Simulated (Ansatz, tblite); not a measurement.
**The cluster Ge₁₃F₂₀: one state, many levels**

How do method and basis change the picture of the cluster Ge₁₃F₂₀ (singlet)?

Program: Ansatz 0.2.0, Gaussian basis. Level of theory: as each input shows. These are calculated values, not measurements.

The runs, in order: GFN1-xTB, GFN2-xTB, PBE-D4/def2-TZVP, r2SCAN-D4/def2-TZVP, r2SCANh-D4/def2-TZVP, PBE-D4/def2-SVP, PBE0-D4/def2-SVP, HF/STO-3G, HF/6-31G, B3LYP-D4/6-31G, MP2/def2-SVP, RPA/def2-SVP.

1 further run of the same task is left out (set aside as unsound or not needed). Runs told in other sessions of the task aren't counted.

### 1 The relaxed structure

The singlet was relaxed beforehand with PBE-D4/def2-SVP.

33 atoms, charge 0, spin multiplicity 1.

Bond lengths: Ge1–Ge9 2.494 Å, Ge1–Ge10 2.495 Å, Ge1–F14 1.746 Å, Ge1–F15 1.759 Å, Ge2–Ge8 2.498 Å, Ge2–Ge11 2.498 Å, Ge2–F16 1.747 Å, Ge2–F17 1.857 Å, Ge3–Ge9 2.482 Å, Ge3–Ge12 2.482 Å, Ge3–F18 1.824 Å, Ge3–F19 1.747 Å, Ge4–Ge8 2.483 Å, Ge4–Ge9 2.468 Å, Ge4–Ge13 2.485 Å, Ge4–F20 1.765 Å, Ge5–Ge10 2.504 Å, Ge5–Ge13 2.502 Å and more. Angles: Ge9–Ge1–Ge10 110.5°, Ge9–Ge1–F14 114.5°, Ge9–Ge1–F15 107.2°, Ge10–Ge1–F14 115.5°, Ge10–Ge1–F15 102.4°, F14–Ge1–F15 105.6°, Ge8–Ge2–Ge11 125.1°, Ge8–Ge2–F16 117.1°, Ge8–Ge2–F17 88.3°, Ge11–Ge2–F16 117.1°, Ge11–Ge2–F17 88.3°, F16–Ge2–F17 102.7°, Ge9–Ge3–Ge12 123.0°, Ge9–Ge3–F18 92.5°, Ge9–Ge3–F19 116.5°, Ge12–Ge3–F18 92.5°, Ge12–Ge3–F19 116.6°, F18–Ge3–F19 105.3° and more.

PBE0-D4/def2-TZVP was run before; its log isn't repeated, and its numbers join the tables.

### 2 GFN1-xTB

Tight binding, by tblite at 300 K electronic temperature and without a spin-polarisation term:

```python
tblite.interface.Calculator('GFN1-xTB', numbers, positions, charge=0, uhf=0).singlepoint()
```

Energy -3408.9946 eV, HOMO -11.22 eV, LUMO -10.04 eV; 0.33 s.

### 3 GFN2-xTB

Tight binding, by tblite at 300 K electronic temperature and without a spin-polarisation term:

```python
tblite.interface.Calculator('GFN2-xTB', numbers, positions, charge=0, uhf=0).singlepoint()
```

Energy -3295.3129 eV, HOMO -12.05 eV, LUMO -11.42 eV; 0.33 s.

### 4 PBE-D4/def2-TZVP

start.molden holds the orbitals of an earlier run on this state, given as this run's starting guess.

File in.yaml:

```yaml
crystal:
  periodic: [false, false, false]
  atoms:
    - {symbol: Ge, position_ang: [0.525736, -3.590241, 0.317584]}
    - {symbol: Ge, position_ang: [-2.373419, 2.373008, -1.937372]}
    - {symbol: Ge, position_ang: [0.855164, -0.856475, -2.179242]}
    - {symbol: Ge, position_ang: [-2.296698, -0.666476, 0.410640]}
    - {symbol: Ge, position_ang: [0.802285, -0.802382, 3.029018]}
    - {symbol: Ge, position_ang: [0.666973, 2.297837, 0.409996]}
    - {symbol: Ge, position_ang: [3.587823, -0.522183, 0.318501]}
    - {symbol: Ge, position_ang: [-3.918807, 0.783270, -0.786364]}
    - {symbol: Ge, position_ang: [-0.956207, -2.129241, -1.056637]}
    - {symbol: Ge, position_ang: [2.221902, -2.220981, 1.531830]}
    - {symbol: Ge, position_ang: [-0.783707, 3.919768, -0.787486]}
    - {symbol: Ge, position_ang: [2.127065, 0.956916, -1.058533]}
    - {symbol: Ge, position_ang: [-0.712121, 0.713371, 1.737008]}
    - {symbol: F, position_ang: [1.151343, -4.984116, -0.526931]}
    - {symbol: F, position_ang: [-0.451995, -4.232416, 1.630716]}
    - {symbol: F, position_ang: [-2.598901, 2.597215, -3.655083]}
    - {symbol: F, position_ang: [-1.061137, 1.061549, -1.864473]}
    - {symbol: F, position_ang: [2.110248, -2.109421, -1.752893]}
    - {symbol: F, position_ang: [0.816743, -0.819728, -3.924976]}
    - {symbol: F, position_ang: [-3.169196, -1.654065, 1.584748]}
    - {symbol: F, position_ang: [-0.213466, -1.766512, 4.079436]}
    - {symbol: F, position_ang: [1.761631, 0.206954, 4.089367]}
    - {symbol: F, position_ang: [1.655636, 3.170076, 1.583341]}
    - {symbol: F, position_ang: [4.986717, -1.143509, -0.521054]}
    - {symbol: F, position_ang: [4.221950, 0.457153, 1.634574]}
    - {symbol: F, position_ang: [-4.933362, -0.049836, -1.939659]}
    - {symbol: F, position_ang: [-5.006952, 1.617960, 0.296963]}
    - {symbol: F, position_ang: [-1.956080, -2.979581, -2.228986]}
    - {symbol: F, position_ang: [3.245110, -3.243372, 2.535089]}
    - {symbol: F, position_ang: [0.049495, 4.935079, -1.940027]}
    - {symbol: F, position_ang: [-1.618755, 5.007866, 0.295854]}
    - {symbol: F, position_ang: [2.977512, 1.955658, -2.231811]}
    - {symbol: F, position_ang: [-1.714529, 1.714858, 2.795561]}
basis:
  gaussian: {orbitals: def2-TZVP, fitting: {mean_field: def2-universal-jkfit}, initial_orbitals: start.molden}
hamiltonian: {xc: pbe, dispersion: d4}
scf: {omitted_lower_state_checks: [starts]}
output: {forces: true, orbitals: {seedname: orbitals}}
```

The run is started by

```
> ansatz run in.yaml --threads 11 --pin off --events-out ev --progress --plain --max-ram 174080MiB --backend cuda --devices 0, --max-vram 75GiB
```

Output (excerpt; [...] marks lines left out):

```text
Functional definition: PBE
  name "PBE"
  cite "Perdew, Burke & Ernzerhof, Phys. Rev. Lett. 77, 3865 (1996) doi:10.1103/PhysRevLett.77.3865"
  parent pbe
[...]
4998 factors; integrals over basis functions are off by at most 1.6e0 eV
[...]
mean field -788965.82969945 eV, -28993.9594612081 hartree, gradient 2.3e-5 eV, S^2 0.000000; 0 other end points of the search recorded, 0 dependent functions left out
[...]
reference -788965.82976180 eV, -28993.9594634995 hartree; 298, 298 occupied and 946, 946 virtual orbitals, 4998 factors
Total energy: -788968.21504814 eV, -28994.0471211556 hartree
Atom 0 at     0.525736    -3.590241     0.317584 Å, force    -0.037393    -0.203418     0.040511 eV/Å
Atom 1 at    -2.373419     2.373008    -1.937372 Å, force     0.032906    -0.029683    -0.220857 eV/Å
Atom 2 at     0.855164    -0.856475    -2.179242 Å, force     0.140094    -0.138069    -0.204687 eV/Å
Atom 3 at    -2.296698    -0.666476     0.410640 Å, force    -0.064389    -0.132946     0.120620 eV/Å
Atom 4 at     0.802285    -0.802382     3.029018 Å, force    -0.026620     0.017603     0.189259 eV/Å
Atom 5 at     0.666973     2.297837     0.409996 Å, force     0.124791     0.070958     0.117842 eV/Å
Atom 6 at     3.587823    -0.522183     0.318501 Å, force     0.209202     0.035123     0.037349 eV/Å
Atom 7 at    -3.918807     0.783270    -0.786364 Å, force    -0.220019     0.023845    -0.020430 eV/Å
[...]
Atom 17 at     2.110248    -2.109421    -1.752893 Å, force    -0.048659     0.048264    -0.116621 eV/Å
Atom 18 at     0.816743    -0.819728    -3.924976 Å, force    -0.010237     0.011280     0.145691 eV/Å
Atom 19 at    -3.169196    -1.654065     1.584748 Å, force     0.015768     0.036644    -0.055551 eV/Å
Atom 20 at    -0.213466    -1.766512     4.079436 Å, force     0.056576     0.042992    -0.027460 eV/Å
Atom 21 at     1.761631     0.206954     4.089367 Å, force    -0.040908    -0.054012    -0.027204 eV/Å
Atom 22 at     1.655636     3.170076     1.583341 Å, force    -0.036165    -0.015603    -0.055541 eV/Å
Atom 23 at     4.986717    -1.143509    -0.521054 Å, force    -0.095532     0.032768     0.054167 eV/Å
Atom 24 at     4.221950     0.457153     1.634574 Å, force     0.030126    -0.021862    -0.045470 eV/Å
Atom 25 at    -4.933362    -0.049836    -1.939659 Å, force     0.037683     0.027607     0.066455 eV/Å
Atom 26 at    -5.006952     1.617960     0.296963 Å, force     0.040917    -0.046726    -0.050963 eV/Å
Atom 27 at    -1.956080    -2.979581    -2.228986 Å, force     0.038604     0.036765     0.070783 eV/Å
Atom 28 at     3.245110    -3.243372     2.535089 Å, force    -0.043794     0.044609    -0.053465 eV/Å
Atom 29 at     0.049495     4.935079    -1.940027 Å, force    -0.028120    -0.038636     0.065305 eV/Å
Atom 30 at    -1.618755     5.007866     0.295854 Å, force     0.047536    -0.043388    -0.052809 eV/Å
Atom 31 at     2.977512     1.955658    -2.231811 Å, force    -0.037014    -0.038913     0.071813 eV/Å
Atom 32 at    -1.714529     1.714858     2.795561 Å, force     0.054593    -0.053812    -0.030971 eV/Å
Dipole moment:    -0.419077     0.419956    -0.440519 e Å
Checks for a lower state left out: starts
```

It took 7.5 s on 1 × H100 with 11 threads of AMD EPYC 7R13, shared host.

HOMO -7.50 eV, LUMO -5.50 eV.

### 5 r2SCAN-D4/def2-TZVP

Changes to in.yaml since step 4:

```diff
@@ -38,4 +38,4 @@
   gaussian: {orbitals: def2-TZVP, fitting: {mean_field: def2-universal-jkfit}, initial_orbitals: start.molden}
-hamiltonian: {xc: pbe, dispersion: d4}
+hamiltonian: {xc: r2scan, dispersion: d4}
 scf: {omitted_lower_state_checks: [starts]}
-output: {forces: true, orbitals: {seedname: orbitals}}
+output: {orbitals: {seedname: orbitals}}
```

The command is unchanged.

Output (excerpt; [...] marks lines left out):

```text
Functional definition: r2SCAN
  name "r2SCAN"
  cite "Furness, Kaplan, Ning, Perdew & Sun, J. Phys. Chem. Lett. 11, 8208 (2020) doi:10.1021/acs.jpclett.0c02405"
  cite "Furness, Kaplan, Ning, Perdew & Sun, J. Phys. Chem. Lett. 11, 9248 (2020) doi:10.1021/acs.jpclett.0c03077"
  parent r2scan
[...]
4998 factors; integrals over basis functions are off by at most 1.6e0 eV
[...]
mean field -789102.52937373 eV, -28998.9830815794 hartree, gradient 2.3e-5 eV, S^2 0.000000; 0 other end points of the search recorded, 0 dependent functions left out
reference -789102.52939123 eV, -28998.9830822225 hartree; 298, 298 occupied and 946, 946 virtual orbitals, 4998 factors
Total energy: -789103.19809204 eV, -28999.0076565242 hartree
Checks for a lower state left out: starts
```

It took 7.5 s on 1 × H100 with 11 threads of AMD EPYC 7R13, shared host.

Report: HOMO -7.86 eV, LUMO -5.55 eV.

### 6 r2SCANh-D4/def2-TZVP

Changes to in.yaml since step 5:

```diff
@@ -38,3 +38,3 @@
   gaussian: {orbitals: def2-TZVP, fitting: {mean_field: def2-universal-jkfit}, initial_orbitals: start.molden}
-hamiltonian: {xc: r2scan, dispersion: d4}
+hamiltonian: {xc: {name: r2SCANh}, dispersion: d4}
 scf: {omitted_lower_state_checks: [starts]}
```

Launched as before.

Output (excerpt; [...] marks lines left out):

```text
Functional definition: r2SCANh
  name "r2SCANh"
  cite "Bursch, Neugebauer, Ehlert & Grimme, J. Chem. Phys. 156, 134105 (2022) doi:10.1063/5.0086040"
  cite "Furness, Kaplan, Ning, Perdew & Sun, J. Phys. Chem. Lett. 11, 8208 (2020) doi:10.1021/acs.jpclett.0c02405"
  cite "Furness, Kaplan, Ning, Perdew & Sun, J. Phys. Chem. Lett. 11, 9248 (2020) doi:10.1021/acs.jpclett.0c03077"
  parent r2scan
[...]
4998 factors; integrals over basis functions are off by at most 1.6e0 eV
[...]
mean field -789096.08034861 eV, -28998.7460842778 hartree, gradient 2.1e-5 eV, S^2 0.000000; 0 other end points of the search recorded, 0 dependent functions left out
reference -789096.08036469 eV, -28998.7460848684 hartree; 298, 298 occupied and 946, 946 virtual orbitals, 4998 factors
Total energy: -789096.83013829 eV, -28998.7736385401 hartree
Checks for a lower state left out: starts
```

It took 12 s on 1 × H100 with 11 threads of AMD EPYC 7R13, shared host.

From the report: HOMO -8.30 eV, LUMO -5.36 eV.

### 7 PBE-D4/def2-SVP

Changes to in.yaml since step 6:

```diff
@@ -37,4 +37,4 @@
 basis:
-  gaussian: {orbitals: def2-TZVP, fitting: {mean_field: def2-universal-jkfit}, initial_orbitals: start.molden}
-hamiltonian: {xc: {name: r2SCANh}, dispersion: d4}
+  gaussian: {orbitals: def2-SVP, fitting: {mean_field: def2-universal-jkfit}, initial_orbitals: start.molden}
+hamiltonian: {xc: pbe, dispersion: d4}
 scf: {omitted_lower_state_checks: [starts]}
```

Same command.

Output:

```text
Functional definition: PBE
  name "PBE"
  cite "Perdew, Burke & Ernzerhof, Phys. Rev. Lett. 77, 3865 (1996) doi:10.1103/PhysRevLett.77.3865"
  parent pbe
  parameter kappa = 0.804
  parameter beta = 0.06672455060314922
  exchange = pbe_x(kappa = kappa, mu = beta*pi^2/3)
  correlation = pbe_c(beta = beta)
these checks for a lower state are left out or cut short: starts
4998 factors; integrals over basis functions are off by at most 8.7e-2 eV
mean field evaluation 1: about -788801.7812 eV, gradient 3.8e1 eV
mean field evaluation 2: about -788804.6695 eV, gradient 2.2e0 eV
mean field evaluation 4: about -788804.6803 eV, gradient 1.1e-1 eV
mean field -788804.68037969 eV, -28988.0373329377 hartree, gradient 5.7e-5 eV, S^2 0.000000; 0 other end points of the search recorded, 0 dependent functions left out
reference -788804.68045345 eV, -28988.0373356484 hartree; 298, 298 occupied and 398, 398 virtual orbitals, 4998 factors
Total energy: -788807.06573979 eV, -28988.1249933045 hartree
Checks for a lower state left out: starts
```

Run time: 4.9 s. Hardware: 1 × H100 with 11 threads of AMD EPYC 7R13, shared host.

Report: HOMO -7.28 eV, LUMO -5.30 eV.

### 8 PBE0-D4/def2-SVP

Changes to in.yaml since step 7:

```diff
@@ -38,3 +38,3 @@
   gaussian: {orbitals: def2-SVP, fitting: {mean_field: def2-universal-jkfit}, initial_orbitals: start.molden}
-hamiltonian: {xc: pbe, dispersion: d4}
+hamiltonian: {xc: pbe0, dispersion: d4}
 scf: {omitted_lower_state_checks: [starts]}
```

Launched as before.

Output:

```text
Functional definition: PBE0
  name "PBE0"
  cite "Adamo & Barone, J. Chem. Phys. 110, 6158 (1999) doi:10.1063/1.478522"
  cite "Perdew, Burke & Ernzerhof, Phys. Rev. Lett. 77, 3865 (1996) doi:10.1103/PhysRevLett.77.3865"
  parent pbe
  parameter a = 0.25
  parameter kappa = 0.804
  parameter beta = 0.06672455060314922
  exchange = (1 - a)*pbe_x(kappa = kappa, mu = beta*pi^2/3) + a*exact_x
  correlation = pbe_c(beta = beta)
these checks for a lower state are left out or cut short: starts
4998 factors; integrals over basis functions are off by at most 8.7e-2 eV
mean field evaluation 1: about -788819.7173 eV, gradient 3.0e1 eV
mean field evaluation 2: about -788821.1791 eV, gradient 1.0e0 eV
mean field evaluation 4: about -788821.1635 eV, gradient 8.2e-2 eV
mean field -788821.16349765 eV, -28988.6430763503 hartree, gradient 3.3e-5 eV, S^2 0.000000; 0 other end points of the search recorded, 0 dependent functions left out
reference -788821.16355196 eV, -28988.6430783462 hartree; 298, 298 occupied and 398, 398 virtual orbitals, 4998 factors
Total energy: -788823.33090456 eV, -28988.7227270851 hartree
Checks for a lower state left out: starts
```

Run time: 7 s. Hardware: 1 × H100 with 11 threads of AMD EPYC 7R13, shared host.

From the report: HOMO -8.62 eV, LUMO -4.92 eV.

### 9 HF/STO-3G

Changes to in.yaml since step 8:

```diff
@@ -37,4 +37,4 @@
 basis:
-  gaussian: {orbitals: def2-SVP, fitting: {mean_field: def2-universal-jkfit}, initial_orbitals: start.molden}
-hamiltonian: {xc: pbe0, dispersion: d4}
+  gaussian: {orbitals: STO-3G}
+hamiltonian: {xc: hf}
 scf: {omitted_lower_state_checks: [starts]}
```

The command is unchanged.

Output:

```text
Functional definition: HF
  name "HF"
  cite "Fock, Z. Phys. 61, 126 (1930) doi:10.1007/BF01340294"
  parent pbe
  exchange = exact_x
  correlation = 0
these checks for a lower state are left out or cut short: starts
3873 factors; integrals over basis functions are off by at most 3.0e-5 eV
mean field evaluation 1: about -779139.9447 eV, gradient 8.6e1 eV
mean field evaluation 2: about -779140.5809 eV, gradient 8.6e1 eV
mean field evaluation 4: about -779179.4210 eV, gradient 8.3e0 eV
mean field evaluation 8: about -779180.0463 eV, gradient 7.0e-2 eV
mean field -779180.04631671 eV, -28634.3385549344 hartree, gradient 2.6e-5 eV, S^2 0.000000; 0 other end points of the search recorded, 0 dependent functions left out
reference -779180.04631671 eV, -28634.3385549344 hartree; 298, 298 occupied and 36, 36 virtual orbitals, 3873 factors
Total energy: -779180.04631671 eV, -28634.3385549344 hartree
Checks for a lower state left out: starts
```

It took 6.5 s on 1 × H100 with 11 threads of AMD EPYC 7R13, shared host.

HOMO -7.32 eV, LUMO 4.68 eV.

### 10 HF/6-31G

Changes to in.yaml since step 9:

```diff
@@ -37,3 +37,3 @@
 basis:
-  gaussian: {orbitals: STO-3G}
+  gaussian: {orbitals: 6-31G, fitting: {mean_field: def2-universal-jkfit}}
 hamiltonian: {xc: hf}
```

The command is unchanged.

Output:

```text
Functional definition: HF
  name "HF"
  cite "Fock, Z. Phys. 61, 126 (1930) doi:10.1007/BF01340294"
  parent pbe
  exchange = exact_x
  correlation = 0
these checks for a lower state are left out or cut short: starts
4998 factors; integrals over basis functions are off by at most 2.3e-3 eV
mean field evaluation 1: about -788132.0469 eV, gradient 1.2e2 eV
mean field evaluation 2: about -788147.1631 eV, gradient 1.1e2 eV
mean field evaluation 4: about -788166.9165 eV, gradient 4.2e0 eV
mean field evaluation 8: about -788166.9896 eV, gradient 5.9e-5 eV
mean field -788166.98958418 eV, -28964.6026284450 hartree, gradient 5.9e-5 eV, S^2 0.000000; 0 other end points of the search recorded, 0 dependent functions left out
reference -788166.98958418 eV, -28964.6026284450 hartree; 298, 298 occupied and 259, 259 virtual orbitals, 4998 factors
Total energy: -788166.98958418 eV, -28964.6026284450 hartree
Checks for a lower state left out: starts
```

It took 6 s on 1 × H100 with 11 threads of AMD EPYC 7R13, shared host.

Report: HOMO -12.05 eV, LUMO -2.86 eV.

### 11 B3LYP-D4/6-31G

Changes to in.yaml since step 10:

```diff
@@ -38,3 +38,3 @@
   gaussian: {orbitals: 6-31G, fitting: {mean_field: def2-universal-jkfit}}
-hamiltonian: {xc: hf}
+hamiltonian: {xc: {name: B3LYP}, dispersion: d4}
 scf: {omitted_lower_state_checks: [starts]}
```

Same command.

Output (excerpt; [...] marks lines left out):

```text
Functional definition: B3LYP
  name "B3LYP"
  cite "Stephens, Devlin, Chabalowski & Frisch, J. Phys. Chem. 98, 11623 (1994) doi:10.1021/j100096a001"
  cite "Becke, Phys. Rev. A 38, 3098 (1988) doi:10.1103/PhysRevA.38.3098"
  cite "Lee, Yang & Parr, Phys. Rev. B 37, 785 (1988) doi:10.1103/PhysRevB.37.785"
  cite "Vosko, Wilk & Nusair, Can. J. Phys. 58, 1200 (1980) doi:10.1139/p80-159"
[...]
4998 factors; integrals over basis functions are off by at most 2.3e-3 eV
[...]
mean field -788981.52675977 eV, -28994.5363175348 hartree, gradient 3.1e-5 eV, S^2 0.000000; 0 other end points of the search recorded, 0 dependent functions left out
reference -788981.52738339 eV, -28994.5363404526 hartree; 298, 298 occupied and 259, 259 virtual orbitals, 4998 factors
Total energy: -788985.39502989 eV, -28994.6784738400 hartree
Checks for a lower state left out: starts
```

Run time: 8 s. Hardware: 1 × H100 with 11 threads of AMD EPYC 7R13, shared host.

HOMO -8.95 eV, LUMO -5.53 eV.

### 12 MP2/def2-SVP

Changes to in.yaml since step 11:

```diff
@@ -37,4 +37,4 @@
 basis:
-  gaussian: {orbitals: 6-31G, fitting: {mean_field: def2-universal-jkfit}}
-hamiltonian: {xc: {name: B3LYP}, dispersion: d4}
+  gaussian: {orbitals: def2-SVP, initial_orbitals: start.molden}
+correlation: {method: mp2}
 scf: {omitted_lower_state_checks: [starts]}
```

Launched as before.

Output:

```text
Functional definition: HF
  name "HF"
  cite "Fock, Z. Phys. 61, 126 (1930) doi:10.1007/BF01340294"
  parent pbe
  exchange = exact_x
  correlation = 0
these checks for a lower state are left out or cut short: starts
6628 factors; integrals over basis functions are off by at most 7.4e-4 eV
mean field evaluation 1: about -788150.2557 eV, gradient 6.8e1 eV
mean field evaluation 2: about -788158.7887 eV, gradient 7.0e0 eV
mean field evaluation 4: about -788159.9517 eV, gradient 3.5e0 eV
mean field evaluation 8: about -788159.9681 eV, gradient 9.1e-4 eV
mean field -788159.96808190 eV, -28964.3445929958 hartree, gradient 1.1e-6 eV, S^2 0.000000; 0 other end points of the search recorded, 0 dependent functions left out
137 core orbitals not correlated: weight in the atoms' cores, before any rotation towards them, 1.000 or more for the frozen orbitals, at most 0.000 for the correlated occupied ones
reference -788159.96808190 eV, -28964.3445929958 hartree; 161, 161 occupied and 398, 398 virtual orbitals, 6628 factors
second order -179.09169547 eV of doubles, -0.00000000 eV of singles
Total energy: -788339.05977737 eV, -28970.9260914115 hartree
Checks for a lower state left out: starts
```

It took 12 s on 1 × H100 with 11 threads of AMD EPYC 7R13, shared host.

Report: Hartree-Fock HOMO -11.41 eV, LUMO -2.30 eV.

### 13 RPA/def2-SVP

Changes to in.yaml since step 12:

```diff
@@ -38,4 +38,4 @@
   gaussian: {orbitals: def2-SVP, initial_orbitals: start.molden}
-correlation: {method: mp2}
+hamiltonian: {xc: pbe}
+correlation: {method: rpa}
 scf: {omitted_lower_state_checks: [starts]}
-output: {orbitals: {seedname: orbitals}}
```

Same command.

Output (excerpt; [...] marks lines left out):

```text
Functional definition: PBE
  name "PBE"
  cite "Perdew, Burke & Ernzerhof, Phys. Rev. Lett. 77, 3865 (1996) doi:10.1103/PhysRevLett.77.3865"
  parent pbe
[...]
6628 factors; integrals over basis functions are off by at most 7.4e-4 eV
[...]
mean field -788804.66072851 eV, -28988.0366107702 hartree, gradient 3.1e-6 eV, S^2 0.000000; 0 other end points of the search recorded, 0 dependent functions left out
137 core orbitals not correlated: weight in the atoms' cores, before any rotation towards them, 1.000 or more for the frozen orbitals, at most 0.000 for the correlated occupied ones
reference -788143.45888335 eV, -28963.7378911393 hartree; 161, 161 occupied and 398, 398 virtual orbitals, 6628 factors
Total energy: -788399.19341146 eV, -28973.1359617044 hartree
Checks for a lower state left out: starts
```

Wall time 15 s (1 × H100 with 11 threads of AMD EPYC 7R13, shared host); peak host memory 5.2 GiB.

### 14 Comparison

```csv
level,functions,HOMO (eV),LUMO (eV),gap (eV),time
HF/STO-3G,334,-7.32,4.68,12.00,6.5 s
HF/6-31G,557,-12.05,-2.86,9.19,6 s
PBE-D4/def2-SVP,696,-7.28,-5.30,1.98,4.9 s
PBE-D4/def2-TZVP,1244,-7.50,-5.50,2.00,7.5 s
r2SCAN-D4/def2-TZVP,1244,-7.86,-5.55,2.31,7.5 s
r2SCANh-D4/def2-TZVP,1244,-8.30,-5.36,2.93,12 s
B3LYP-D4/6-31G,557,-8.95,-5.53,3.42,8 s
PBE0-D4/def2-SVP,696,-8.62,-4.92,3.70,7 s
PBE0-D4/def2-TZVP,1244,-8.71,-5.01,3.70,17 s
```

The pieces so far (eV):

```csv
basis,HF,MP2 correlation,total
def2-SVP,-788159.9681,-179.0917,-788339.0598 (MP2)
```

### 15 Binding energy

Free atoms were run apart at each level; binding is atoms less cluster, divided by the number of atoms, without zero-point or spin-orbit terms.

```csv
level,binding an atom (eV)
HF/STO-3G,2.752
HF/6-31G,2.083
HF/def2-SVP,2.399
PBE-D4/def2-SVP,4.037
PBE-D4/def2-TZVP,3.992
r2SCAN-D4/def2-TZVP,3.885
r2SCANh-D4/def2-TZVP,3.808
B3LYP-D4/6-31G,3.616
PBE0-D4/def2-SVP,3.798
PBE0-D4/def2-TZVP,3.795
RPA/def2-SVP,3.121
MP2/def2-SVP,3.706
```

### 16 Summary of results

```
                                                 quantity                                value
gap in def2-TZVP, named functionals, smallest and largest  2.00 eV (PBE-D4), 3.70 eV (PBE0-D4)
                         correlation energy, MP2/def2-SVP                           -179.09 eV
                binding an atom, functionals in def2-TZVP   3.80 (PBE0-D4) to 3.99 eV (PBE-D4)
          PBE0 total energy, smallest basis above largest      161.10 eV (def2-SVP, def2-TZVP)
```

Orbital gaps of the named functionals in def2-TZVP span 2.00 eV (PBE-D4) to 3.70 eV (PBE0-D4); exact exchange widens it.

The slowest run with a step of its own, RPA/def2-SVP, took 15 s; the quickest functional in def2-TZVP took 7.5 s (shared host).
